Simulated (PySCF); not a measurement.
**[La(PH3)2]3+: other functionals and bases at one geometry**

Aim: see how levels, charges and forces of [La(PH3)2]3+ depend on the level of theory. The species was built from a template and needn't be a known compound.

The runs use PySCF 2.14.0; several levels, as the steps say, no spin–orbit coupling.

4 further runs of the same task are left out: 2 for a known fault of the program, 1 that didn't finish, 1 set aside as unsound or not needed. Runs told in other sessions of the task aren't counted.

### 1 The system as given

9 atoms, charge 3, spin multiplicity 1.

Bond lengths: La1–P2 3.115 Å, La1–P6 3.115 Å, P2–H3 1.421 Å, P2–H4 1.421 Å, P2–H5 1.421 Å, P6–H7 1.421 Å, P6–H8 1.421 Å, P6–H9 1.421 Å. Angles: P2–La1–P6 117.3°, La1–P2–H3 113.7°, La1–P2–H4 113.2°, La1–P2–H5 115.1°, H3–P2–H4 104.5°, H3–P2–H5 104.6°, H4–P2–H5 104.6°, La1–P6–H7 113.7°, La1–P6–H8 115.1°, La1–P6–H9 113.2°, H7–P6–H8 104.6°, H7–P6–H9 104.5°, H8–P6–H9 104.6°.

Geometry (Å):

```xyz
9
H6LaP2
La    0.11630    1.42161    0.00000
P    -0.00815   -0.19416    2.65986
H     1.26918   -0.49303    3.20678
H    -0.68931    0.49390    3.70025
H    -0.66445   -1.45126    2.57206
P    -0.00815   -0.19416   -2.65986
H     1.26918   -0.49303   -3.20678
H    -0.66445   -1.45126   -2.57206
H    -0.68931    0.49390   -3.70025
```

Formal oxidation states: La +3. The 4f shell is empty and lies in the core potential. An earlier session relaxed this geometry at TPSS, La lcecp-1-SVP with ECP46, P def2-SVP, H def2-SVP (singlet, point group Cs).

At TPSS on the finer grid: E = -716.579743 Eh, HOMO -20.85 eV, LUMO -17.71 eV, Mulliken charge on La1 +1.98 e, largest force component 0.010 eV/Å. The large-core potential holds the 4f shell empty.

Levels to run: PBE0; revPBE; BLYP; BP86; TPSS, TZVP; TPSS, x2c-SVP. Hardware: 2 threads of Arm Neoverse V1, shared host.

### 2 PBE0

Contents of run.py (the lines that set the calculation):

```python
mol = gto.M(atom='''
La     0.11630     1.42161     0.00000
P     -0.00815    -0.19416     2.65986
H      1.26918    -0.49303     3.20678
H     -0.68931     0.49390     3.70025
H     -0.66445    -1.45126     2.57206
P     -0.00815    -0.19416    -2.65986
H      1.26918    -0.49303    -3.20678
H     -0.66445    -1.45126    -2.57206
H     -0.68931     0.49390    -3.70025''',
    basis={'La': 'lcecp-1-SVP', 'P': 'def2-SVP', 'H': 'def2-SVP'},
    ecp={'La': 'lcecp-1-SVP'},
    charge=3, spin=0)
mf = dft.RKS(mol, xc='PBE0')
mf.grids.atom_grid = (75, 302)  # f atoms: unpruned, at least (60, 302)
mf = mf.density_fit()  # fitting sets: La AutoAux, P def2-universal-JKFIT, H def2-universal-JKFIT
mf.conv_tol = 1e-08; mf.max_cycle = 55
mf.kernel(dm0)  # dm0: the density of the relaxed state
```

On the command line:

```console
OMP_NUM_THREADS=2 python run.py
```

### 3 revPBE

Changes to run.py (the lines that set the calculation) since step 2:

```diff
@@ -13,3 +13,3 @@
     charge=3, spin=0)
-mf = dft.RKS(mol, xc='PBE0')
+mf = dft.RKS(mol, xc='PBE_R,PBE')
 mf.grids.atom_grid = (75, 302)  # f atoms: unpruned, at least (60, 302)
```

### 4 BLYP

Changes to run.py (the lines that set the calculation) since step 3:

```diff
@@ -13,3 +13,3 @@
     charge=3, spin=0)
-mf = dft.RKS(mol, xc='PBE_R,PBE')
+mf = dft.RKS(mol, xc='BLYP')
 mf.grids.atom_grid = (75, 302)  # f atoms: unpruned, at least (60, 302)
```

### 5 BP86

Changes to run.py (the lines that set the calculation) since step 4:

```diff
@@ -13,3 +13,3 @@
     charge=3, spin=0)
-mf = dft.RKS(mol, xc='BLYP')
+mf = dft.RKS(mol, xc='B88,P86')
 mf.grids.atom_grid = (75, 302)  # f atoms: unpruned, at least (60, 302)
```

### 6 TPSS, TZVP

Basis: La lcecp-1-TZVP with ECP46, P def2-TZVP, H def2-TZVP. 

Changes to run.py (the lines that set the calculation) since step 5:

```diff
@@ -10,6 +10,6 @@
 H     -0.68931     0.49390    -3.70025''',
-    basis={'La': 'lcecp-1-SVP', 'P': 'def2-SVP', 'H': 'def2-SVP'},
-    ecp={'La': 'lcecp-1-SVP'},
+    basis={'La': 'lcecp-1-TZVP', 'P': 'def2-TZVP', 'H': 'def2-TZVP'},
+    ecp={'La': 'lcecp-1-TZVP'},
     charge=3, spin=0)
-mf = dft.RKS(mol, xc='B88,P86')
+mf = dft.RKS(mol, xc='TPSS')
 mf.grids.atom_grid = (75, 302)  # f atoms: unpruned, at least (60, 302)
@@ -17,2 +17,2 @@
 mf.conv_tol = 1e-08; mf.max_cycle = 55
-mf.kernel(dm0)  # dm0: the density of the relaxed state
+mf.kernel(dm0)  # dm0: free metal ions and neutral atoms
```

### 7 TPSS, x2c-SVP

Basis: La x2c-SVPall, P x2c-SVPall, H x2c-SVPall. All electrons are treated, with the spin-free X2C Hamiltonian.

Contents of run.py (the lines that set the calculation):

```python
mol = gto.M(atom='''
La     0.11630     1.42161     0.00000
P     -0.00815    -0.19416     2.65986
H      1.26918    -0.49303     3.20678
H     -0.68931     0.49390     3.70025
H     -0.66445    -1.45126     2.57206
P     -0.00815    -0.19416    -2.65986
H      1.26918    -0.49303    -3.20678
H     -0.66445    -1.45126    -2.57206
H     -0.68931     0.49390    -3.70025''',
    basis={'La': 'x2c-SVPall', 'P': 'x2c-SVPall', 'H': 'x2c-SVPall'},
    nucmod='G',
    charge=3, spin=0)
mf = dft.RKS(mol, xc='TPSS')
mf.grids.atom_grid = (99, 590)  # f atoms: unpruned, at least (60, 302)
mf = mf.density_fit()  # fitting sets: La AutoAux, P AutoAux, H AutoAux
mf = mf.sfx2c1e()
mf.conv_tol = 1e-08; mf.max_cycle = 55
mf.kernel(dm0)  # dm0: free metal ions and neutral atoms
```

Before running it: what results should come out? Wanted: for each run, HOMO; gap; charge on La1; dipole; largest force component.

The runs gave:

| level | state | HOMO (eV) | gap (eV) | charge on La1 (e) | dipole (D) | largest force component (eV/Å) | basis functions | time |
| --- | --- | --- | --- | --- | --- | --- | --- | --- |
| TPSS (relaxed here) | singlet | -20.85 | 3.14 | 1.98 | 1.06 | 0.01 | 99 | 44 s |
| PBE0 | singlet | -21.79 | 4.76 | 1.99 | 0.94 | 0.14 | 99 | 6.4 s |
| revPBE | singlet | -20.71 | 2.91 | 1.92 | 1.32 | 0.27 | 99 | 6.7 s |
| BLYP | singlet | -20.54 | 2.72 | 1.87 | 1.29 | 0.21 | 99 | 6.9 s |
| BP86 | singlet | -20.82 | 2.94 | 1.91 | 1.34 | 0.32 | 99 | 6.9 s |
| TPSS, TZVP | singlet | -20.70 | 3.09 | 2.04 | 1.13 | 0.18 | 157 | 25 s |
| TPSS, x2c-SVP | singlet | -20.93 | 2.96 | 1.86 | 1.28 | 0.12 | 132 | 57 s |

Times are on 2 threads of Arm Neoverse V1, shared host; the first row also made further properties. The dipole of a charged species depends on the origin, so these sizes hold for this origin alone.

In one basis the HOMO–LUMO gap runs from 2.72 eV (BLYP) to 4.76 eV (PBE0). The largest leftover force, 0.32 eV/Å with BP86, stands at a geometry relaxed at another level. The Mulliken charge on La spans +1.86 to +2.04 e over the levels. With 4f in the core, its levels are missing from HOMO and gap, and its count is fixed, so no charge can pass from the ligands into it. Total energies of different levels can't be compared. Spin–orbit coupling is left out throughout.
